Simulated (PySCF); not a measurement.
# C2H3N3SSi: electronic excitations and core binding energies

Aim: predict the electronic excitations and core binding energies of C2H3N3SSi (`N#C[Si](N)(S)C#N`).

Computed with PySCF 2.14.0, with density-fitted response routines of our own, on a single molecule in the gas phase. Atoms count from 0, in the outputs and in this text.

## 1. The molecule as given

10 atoms, charge 0, multiplicity 1; geometry from: GFN2-xTB.

Bonds of the start (Å): N0–C1 1.14, C1–Si2 1.87, Si2–N3 1.70, Si2–S4 2.15, Si2–C5 1.87, C5–N6 1.14, N3–H7 1.01, N3–H8 1.01, S4–H9 1.33.

## 2. Ultraviolet spectrum: PBE0/def2-SVPD

The job: settings as JSON, then the geometry in Å.

```
{"job": {"kind": "uv", "xc": "PBE0", "basis": "def2-SVPD", "nstates": 8, "ntriplets": 3}, "charge": 0, "multiplicity": 1}
N      0.084827     1.216111     2.672379
C      0.059747     0.745841     1.629263
Si     0.046720    -0.048957    -0.068559
N     -0.976664    -1.390247    -0.289756
S      2.040992    -0.731146    -0.494301
C     -0.494380     1.335563    -1.202092
N     -0.804152     2.196120    -1.888904
H     -0.634189    -2.329718    -0.179370
H     -1.973618    -1.333943    -0.172683
H      2.659598     0.345030    -0.028504
```

Method: TDDFT PBE0/def2-SVPD, vertical, gas phase, core orbitals frozen in the response.

Run with:

```console
OMP_NUM_THREADS=1 python probes_run.py task.json out
```

The driver reads the jobs from task.json and runs them one after another.

The program printed:

```text
coarse grid: 10472 points
cycle   1  E = -928.8923582124  dE =  7.883e-01  |g| = 5.989e-01  |ddm| = 4.788e+00
cycle   2  E = -928.5988290139  dE =  2.935e-01  |g| = 1.282e+00  |ddm| = 2.230e+00
cycle   3  E = -928.9756807331  dE = -3.769e-01  |g| = 1.991e-01  |ddm| = 1.428e+00
cycle   4  E = -928.9836955700  dE = -8.015e-03  |g| = 5.855e-02  |ddm| = 2.388e-01
cycle   5  E = -928.9844274518  dE = -7.319e-04  |g| = 1.517e-02  |ddm| = 7.839e-02
cycle   6  E = -928.9844849178  dE = -5.747e-05  |g| = 2.255e-03  |ddm| = 2.075e-02
cycle   7  E = -928.9844858988  dE = -9.810e-07  |g| = 1.453e-03  |ddm| = 5.536e-03
final grid: 95184 points
cycle   8  E = -929.0794640751  dE = -1.296e-05  |g| = 6.863e-03  |ddm| = 5.373e-02
cycle   9  E = -929.0794471933  dE =  1.688e-05  |g| = 1.112e-02  |ddm| = 2.007e-02
cycle  10  E = -929.0794739227  dE = -2.673e-05  |g| = 2.643e-03  |ddm| = 1.211e-02
cycle  11  E = -929.0794755035  dE = -1.581e-06  |g| = 3.523e-04  |ddm| = 2.689e-03
cycle  12  E = -929.0794755285  dE = -2.499e-08  |g| = 1.566e-04  |ddm| = 5.399e-04
cycle  13  E = -929.0794755326  dE = -4.109e-09  |g| = 8.617e-05  |ddm| = 2.027e-04
cycle  14  E = -929.0794755342  dE = -1.611e-09  |g| = 1.509e-05  |ddm| = 8.618e-05
cycle  15  E = -929.0794755342  dE = -6.116e-11  |g| = 3.729e-06  |ddm| = 3.437e-05
converged SCF energy = -929.0794755342

Static polarisability (au): isotropic 81.602, principal 72.793 85.243 86.770

Singlet excitations
state   eV       nm        f      main configurations
  1   5.3032    233.8   0.01732   H->L 0.97
  2   5.8382    212.4   0.00334   H->L+1 0.93
  3   5.8861    210.6   0.01067   H-1->L 0.94
  4   6.3513    195.2   0.01456   H-1->L+1 0.96
  5   6.5340    189.8   0.01609   H->L+2 0.90
  6   6.7041    184.9   0.00005   H-3->L 0.86
  7   6.8435    181.2   0.01294   H-2->L 0.42, H-2->L+1 0.19, H-5->L 0.12
  8   7.0868    175.0   0.01662   H-5->L 0.27, H-2->L 0.24, H-5->L+1 0.12

Triplet excitations (Tamm-Dancoff, eV): 4.9854 5.5370 5.6749
```

Run time: 53 s. Hardware: 1 thread of Arm Neoverse N1, shared host; peak memory 0.65 GiB.

Frontier orbitals and where they lie:

```tsv
orbital	eV	atoms
HOMO−3	-10.35	N6 29 %, N0 27 %, C5 22 %
HOMO−2	-10.10	S4 40 %, N0 16 %, C1 12 %
HOMO−1	-9.14	N3 63 %, Si2 10 %, H7 6 %
HOMO	-8.51	S4 75 %, Si2 7 %, H9 6 %
LUMO	-1.93	Si2 22 %, S4 16 %, C5 15 %
LUMO+1	-1.46	Si2 21 %, C1 18 %, N0 18 %
LUMO+2	-0.45	S4 40 %, H9 21 %, Si2 13 %
```

With each of the 8 states as a Gaussian band of 0.4 eV half-width at 1/e, the curve within the window shown has maxima at 229 nm (ε 800), 188 nm (ε 1,600) L/(mol cm). Beyond the last state computed it falls off for lack of states. The curve at chosen wavelengths:

nm, ε (L/mol/cm) and a bar:
```
      168        474 ########
      172        871 ################
      176       1220 #######################
      179       1393 ##########################
      183       1523 #############################
      187       1572 ##############################
      191       1538 #############################
      195       1411 ###########################
      198       1277 ########################
      202       1097 ####################
      206        958 ##################
      210        865 ################
      214        807 ###############
      217        783 ##############
      221        777 ##############
      225        792 ##############
      229        803 ###############
      233        786 ##############
      236        745 #############
      240        653 ###########
      244        532 #########
      248        404 ######
      252        286 ####
      255        212 ###
      259        135 #
      263         82
```

Leading natural transition orbitals of singlet state 1: the hole lies on S4 77 %; H9 10 %; the particle on Si2 23 %; S4 17 %; C1, C5 about 12 % each.

Further results of this job:

```tsv
property	computed
dipole moment (D)	4.12
polarisability (Å³)	12.09
HOMO–LUMO gap (eV)	6.58
−ε(HOMO) (eV)	8.51
```

Orbitals, density, ELF and potential are computed afterwards from the orbital file.

Frontier orbitals at PBE0/def2-SVPD, with the share of their density that lies nearest to each atom:

```tsv
orbital	energy (eV)	lies on
HOMO	-8.51	S4 76 %; H9 10 %
LUMO	-1.93	Si2 21 %; C1, C5 about 13 % each; N0, N6 about 13 % each
```

ELF in a plane through or near 5 of the atoms.

Values, 10 rows by 14 columns:
```
0.00 0.00 0.00 0.00 0.00 0.00 0.00 0.00 0.00 0.00 0.00 0.00 0.00 0.00
0.00 0.00 0.00 0.00 0.00 0.00 0.00 0.00 0.00 0.00 0.00 0.00 0.00 0.00
0.00 0.00 0.00 0.00 0.00 0.00 0.00 0.00 0.00 0.00 0.00 0.00 0.00 0.00
0.00 0.00 0.00 0.00 0.02 0.10 0.20 0.06 0.02 0.33 0.55 0.03 0.00 0.00
0.00 0.00 0.00 0.00 0.02 0.15 0.46 0.17 0.63 0.84 0.88 0.17 0.00 0.00
0.00 0.00 0.00 0.00 0.02 0.12 0.08 0.64 0.77 0.82 0.75 0.20 0.01 0.00
0.00 0.00 0.00 0.00 0.14 0.64 0.42 0.80 0.23 0.03 0.09 0.01 0.00 0.00
0.00 0.00 0.00 0.01 0.31 0.69 0.44 0.80 0.36 0.03 0.00 0.00 0.00 0.00
0.00 0.00 0.00 0.00 0.34 0.89 0.96 0.80 0.20 0.00 0.00 0.00 0.00 0.00
0.00 0.00 0.00 0.00 0.00 0.06 0.16 0.03 0.00 0.00 0.00 0.00 0.00 0.00
```
The map spans 9.8 Å across and 11.1 Å up, centred on the molecule. Atoms in the plane (x, y in Å): Si2 (0.0, 0.0), N3 (1.7, 0.3), C5 (-0.3, -1.8), N6 (-0.5, -2.9), H7 (2.1, 1.1).

log10 of the density (e/Å³) in the same plane.

Ten even steps from ' ' (-4.0) to '@' (1.7):
```
                                                        
                                                        
                                                        
                                                        
                ................                        
            ....::::--------::::::::::::::....          
          ..::::----========--------======--::..        
        ....::----====++++++++==++++****++++--::..      
        ..::::--====++++****++++****####**++==--..      
        ....::--====++++##%%%%######@@%%**++==--::..    
          ..::::--==++++**%%%%##**######**++==--::..    
            ..::--==++++********++++++++====--::..      
            ..::--==++**####****++==--------::..        
            ::--==++**##%%%%##**++==--::....            
            ::--==++**##%%##****====::..                
            ::--==++**##%%##**++==--::..                
            ..::--==++******++==--::..                  
              ..::--========----::..                    
                ....::::::::::..                        
                                                        
```
The map spans 9.8 Å across and 11.1 Å up, centred on the molecule. Atoms in the plane (x, y in Å): Si2 (0.0, 0.0), N3 (1.7, 0.3), C5 (-0.3, -1.8), N6 (-0.5, -2.9), H7 (2.1, 1.1).

On the surface of density 0.002 e/bohr³ the electrostatic potential runs, from the 1st to the 99th percentile, from -1.46 V near N6 to 2.52 V near H8.

## 3. Core-electron binding energies: SCAN, X2C

Settings changed since step 2:

```diff
@@ -1,2 +1,2 @@
-{"job": {"kind": "uv", "xc": "PBE0", "basis": "def2-SVPD", "nstates": 8, "ntriplets": 3}, "charge": 0, "multiplicity": 1}
+{"job": {"kind": "xps"}, "charge": 0, "multiplicity": 1}
 N      0.084827     1.216111     2.672379
```

With the program's defaults for keys left out, this is: delta-SCF UKS SCAN, pcX-2 on the ionised atom, pcseg-1 elsewhere, spin-free X2C.

The program printed:

```text
ground state, core basis on atom 0 (N), 152 functions
  cycle   1  E = -931.38663759  |g| = 6.61e-01
  cycle   2  E = -930.93770955  |g| = 1.51e+00
  cycle   3  E = -931.45571749  |g| = 4.12e-01
  cycle   4  E = -931.49387164  |g| = 7.18e-02
  cycle   5  E = -931.49498010  |g| = 2.82e-02
  cycle   6  E = -931.49517603  |g| = 5.85e-03
  cycle   7  E = -931.49517699  |g| = 6.67e-03
  cycle   8  E = -931.49518609  |g| = 2.26e-03
  cycle   9  E = -931.49518478  |g| = 4.01e-04
  E(ground) = -931.55152484 Eh
hole in N 1s of atom 0
  cycle   1  E = -915.87805111  |g| = 1.84e+00
  cycle   2  E = -911.57504857  |g| = 2.81e+00
  cycle   3  E = -915.79622546  |g| = 1.12e+00
  cycle   4  E = -916.34119534  |g| = 7.72e-01
  cycle   5  E = -916.49958567  |g| = 4.44e-01
  cycle   6  E = -916.54422610  |g| = 2.92e-01
  cycle   7  E = -916.58602093  |g| = 6.60e-02
  cycle   8  E = -916.58828018  |g| = 2.10e-02
  cycle   9  E = -916.58858016  |g| = 1.08e-02
  cycle  10  E = -916.58868481  |g| = 5.47e-03
  cycle  11  E = -916.58872971  |g| = 4.51e-03
  cycle  12  E = -916.58874823  |g| = 1.95e-03
  cycle  13  E = -916.58875154  |g| = 6.18e-04
  cycle  14  E = -916.58875143  |g| = 1.83e-04
  E(ion) = -916.64528363 Eh   <S^2> = 0.8191   hole on atom = 1.000   binding energy = 405.619 eV
ground state, core basis on atom 1 (C), 152 functions
  cycle   1  E = -931.48530205  |g| = 5.88e-02
  cycle   2  E = -931.48472702  |g| = 5.45e-02
  cycle   3  E = -931.48443151  |g| = 6.48e-02
  cycle   4  E = -931.48538579  |g| = 7.53e-03
  cycle   5  E = -931.48539470  |g| = 3.48e-03
  cycle   6  E = -931.48539733  |g| = 3.47e-04
  E(ground) = -931.54497021 Eh
hole in C 1s of atom 1
  cycle   1  E = -920.19723511  |g| = 1.50e+00
  cycle   2  E = -914.82483464  |g| = 2.79e+00
  cycle   3  E = -916.34242817  |g| = 1.89e+00
  cycle   4  E = -920.36654382  |g| = 9.30e-01
  cycle   5  E = -920.50602629  |g| = 5.93e-01
  cycle   6  E = -920.73643058  |g| = 1.48e-01
  cycle   7  E = -920.74256955  |g| = 1.25e-01
  cycle   8  E = -920.75024248  |g| = 5.57e-02
  cycle   9  E = -920.75162572  |g| = 2.01e-02
  cycle  10  E = -920.75189374  |g| = 6.63e-03
  cycle  11  E = -920.75197153  |g| = 5.19e-03
  cycle  12  E = -920.75201670  |g| = 3.96e-03
  cycle  13  E = -920.75204009  |g| = 1.22e-03
  cycle  14  E = -920.75204419  |g| = 3.62e-04
  E(ion) = -920.81004822 Eh   <S^2> = 0.8146   hole on atom = 1.000   binding energy = 292.112 eV
ground state, core basis on atom 2 (Si), 163 functions
  cycle   1  E = -931.58432705  |g| = 2.93e-01
  cycle   2  E = -931.58094500  |g| = 1.35e-01
  cycle   3  E = -931.56372337  |g| = 3.01e-01
  cycle   4  E = -931.58484315  |g| = 3.12e-02
  cycle   5  E = -931.58502788  |g| = 8.96e-03
  cycle   6  E = -931.58504725  |g| = 4.33e-03
  cycle   7  E = -931.58504911  |g| = 5.56e-04
  cycle   8  E = -931.58505008  |g| = 2.22e-04
  E(ground) = -931.60095623 Eh
hole in Si 1s of atom 2
  cycle   1  E = -862.54825517  |g| = 4.35e+00
  cycle   2  E = -861.29909662  |g| = 2.78e+00
  cycle   3  E = -860.73602316  |g| = 2.24e+00
  cycle   4  E = -863.23559347  |g| = 8.94e-01
  cycle   5  E = -863.50372701  |g| = 4.27e-01
  cycle   6  E = -863.59808158  |g| = 1.17e-01
  cycle   7  E = -863.60644370  |g| = 4.20e-02
  cycle   8  E = -863.60730658  |g| = 2.36e-02
  cycle   9  E = -863.60750819  |g| = 1.20e-02
  cycle  10  E = -863.60757463  |g| = 2.85e-03
  cycle  11  E = -863.60757825  |g| = 1.22e-03
  cycle  12  E = -863.60757932  |g| = 4.53e-04
  E(ion) = -863.63306972 Eh   <S^2> = 0.7524   hole on atom = 1.000   binding energy = 1849.500 eV
hole in Si 2p of atom 2
  cycle   1  E = -927.21387787  |g| = 1.25e+00
  cycle   2  E = -926.11059810  |g| = 1.83e+00
  cycle   3  E = -926.96884045  |g| = 1.09e+00
  cycle   4  E = -927.49443509  |g| = 3.30e-01
  cycle   5  E = -927.53429586  |g| = 1.30e-01
  cycle   6  E = -927.54386434  |g| = 3.78e-02
  cycle   7  E = -927.54477490  |g| = 1.01e-02
  cycle   8  E = -927.54482603  |g| = 4.32e-03
  cycle   9  E = -927.54482596  |g| = 3.86e-03
  cycle  10  E = -927.54483404  |g| = 7.39e-04
  cycle  11  E = -927.54483542  |g| = 4.05e-04
  E(ion) = -927.57302794 Eh   <S^2> = 0.7524   hole on atom = 1.003   binding energy = 109.606 eV
  2p3/2 = 109.379 eV   2p1/2 = 110.003 eV
ground state, core basis on atom 3 (N), 152 functions
  cycle   1  E = -931.49597971  |g| = 7.56e-02
  cycle   2  E = -931.49590293  |g| = 2.94e-02
  cycle   3  E = -931.49583306  |g| = 3.45e-02
  cycle   4  E = -931.49609103  |g| = 3.54e-03
  cycle   5  E = -931.49609541  |g| = 9.52e-04
  cycle   6  E = -931.49609704  |g| = 6.95e-04
  cycle   7  E = -931.49609667  |g| = 1.21e-04
  E(ground) = -931.55131698 Eh
hole in N 1s of atom 3
  cycle   1  E = -915.87262607  |g| = 1.86e+00
  cycle   2  E = -914.92396315  |g| = 2.16e+00
  cycle   3  E = -916.36006153  |g| = 6.61e-01
  cycle   4  E = -916.22333521  |g| = 8.47e-01
  cycle   5  E = -916.55923281  |g| = 1.62e-01
  cycle   6  E = -916.57203319  |g| = 5.65e-02
  cycle   7  E = -916.57405923  |g| = 1.12e-02
  cycle   8  E = -916.57414076  |g| = 4.48e-03
  cycle   9  E = -916.57413877  |g| = 5.50e-03
  cycle  10  E = -916.57415257  |g| = 1.20e-03
  cycle  11  E = -916.57415298  |g| = 4.36e-04
  E(ion) = -916.62866567 Eh   <S^2> = 0.7636   hole on atom = 1.000   binding energy = 406.066 eV
ground state, core basis on atom 4 (S), 163 functions
  cycle   1  E = -931.62739912  |g| = 4.05e-01
  cycle   2  E = -931.62722984  |g| = 4.46e-02
  cycle   3  E = -931.62576487  |g| = 8.81e-02
  cycle   4  E = -931.62759304  |g| = 2.99e-02
  cycle   5  E = -931.62780317  |g| = 6.59e-03
  cycle   6  E = -931.62780894  |g| = 6.46e-04
  cycle   7  E = -931.62780926  |g| = 1.09e-04
  E(ground) = -931.67100754 Eh
hole in S 1s of atom 4
  cycle   1  E = -839.35170416  |g| = 5.08e+00
  cycle   2  E = -837.91971443  |g| = 2.55e+00
  cycle   3  E = -831.00751941  |g| = 2.93e+00
  cycle   4  E = -840.46571679  |g| = 4.29e-01
  cycle   5  E = -840.36531939  |g| = 6.05e-01
  cycle   6  E = -840.56121721  |g| = 1.05e-01
  cycle   7  E = -840.55813483  |g| = 1.35e-01
  cycle   8  E = -840.56640854  |g| = 1.72e-02
  cycle   9  E = -840.56653295  |g| = 5.47e-03
  cycle  10  E = -840.56654894  |g| = 1.45e-03
  cycle  11  E = -840.56654895  |g| = 9.55e-04
  cycle  12  E = -840.56654874  |g| = 6.23e-04
  cycle  13  E = -840.56654988  |g| = 6.95e-05
  E(ion) = -840.60160696 Eh   <S^2> = 0.7514   hole on atom = 1.000   binding energy = 2478.125 eV
hole in S 2p of atom 4
  cycle   1  E = -924.91085132  |g| = 1.52e+00
  cycle   2  E = -923.22492634  |g| = 1.76e+00
  cycle   3  E = -924.75701945  |g| = 1.04e+00
  cycle   4  E = -925.26455239  |g| = 3.98e-01
  cycle   5  E = -925.27940471  |g| = 3.87e-01
  cycle   6  E = -925.34635373  |g| = 9.42e-02
  cycle   7  E = -925.35039729  |g| = 2.39e-02
  cycle   8  E = -925.35070631  |g| = 5.16e-03
  cycle   9  E = -925.35071975  |g| = 2.16e-03
  cycle  10  E = -925.35072241  |g| = 1.46e-03
  cycle  11  E = -925.35072238  |g| = 9.88e-04
  cycle  12  E = -925.35072240  |g| = 2.22e-04
  E(ion) = -925.40163257 Eh   <S^2> = 0.7530   hole on atom = 1.001   binding energy = 170.598 eV
  2p3/2 = 170.345 eV   2p1/2 = 171.589 eV
```

Run time: 1.9 min. Hardware: 1 thread of Arm Neoverse N1, shared host; peak memory 0.59 GiB.

Binding energies by hole, beside the orbital energy of the ground state; the difference holds orbital relaxation and, for a density functional, its self-interaction error:

```tsv
hole	stands for	environment	ΔSCF (eV; 2p as the shell's mean)	−ε (eV)	⟨S²⟩
N1s on N0	N0, N6	nitrile nitrogen	405.62	386.8	0.819
C1s on C1	C1, C5	nitrile carbon	292.11	274.8	0.815
Si1s on Si2	Si2	silicon bonded to 2 C, N, S	1849.50	1796.4	0.752
Si2p on Si2	Si2	silicon bonded to 2 C, N, S	109.59	99.0	0.752
N1s on N3	N3	nitrogen bonded to Si, 2 H	406.07	387.0	0.764
S1s on S4	S4	sulfur bonded to Si, H	2478.12	2416.0	0.751
S2p on S4	S4	sulfur bonded to Si, H	170.76	159.1	0.753
```

Each hole run stands for the others of its class of like atoms.

With the spin-orbit splitting: Si2 2p3/2 109.38, 2p1/2 110.00 eV; S4 2p3/2 170.34, 2p1/2 171.59 eV. The table gives each 2p level as the mean over the whole 2p shell (two parts 2p3/2, one part 2p1/2), which differs a little from the single hole in the log.

## 4. Summary of results

| quantity | value |
| --- | --- |
| lowest singlet (PBE0/def2-SVPD) | 5.30 eV (234 nm), f = 0.017 |
| lowest triplet | 4.99 eV |
| surface potential, 1st and 99th percentile | -1.46 V and 2.52 V |
| N1s binding energies, SCAN/pcX-2 | N3 406.07, N0 405.62 eV |
| C1s binding energies, SCAN/pcX-2 | C1 292.11 eV |
| Si1s binding energies, SCAN/pcX-2 | Si2 1849.50 eV |
| Si2p binding energies, SCAN/pcX-2 | Si2 109.59 eV |
| S1s binding energies, SCAN/pcX-2 | S4 2478.12 eV |
| S2p binding energies, SCAN/pcX-2 | S4 170.76 eV |

The first singlet state (HOMO→LUMO 0.97) lies at 5.30 eV and is weak. The lowest triplet lies 0.32 eV below the lowest singlet (triplets in Tamm-Dancoff, singlets in full TDDFT). At PBE0/def2-SVPD, counted by nearest atom on the grid, the HOMO lies on S4 76 %; H9 10 %, the LUMO on Si2 21 %; C1, C5 about 13 % each. The N1s levels kept as sound span 0.45 eV, from N0 (nitrile nitrogen) up to N3 (nitrogen bonded to Si, 2 H).
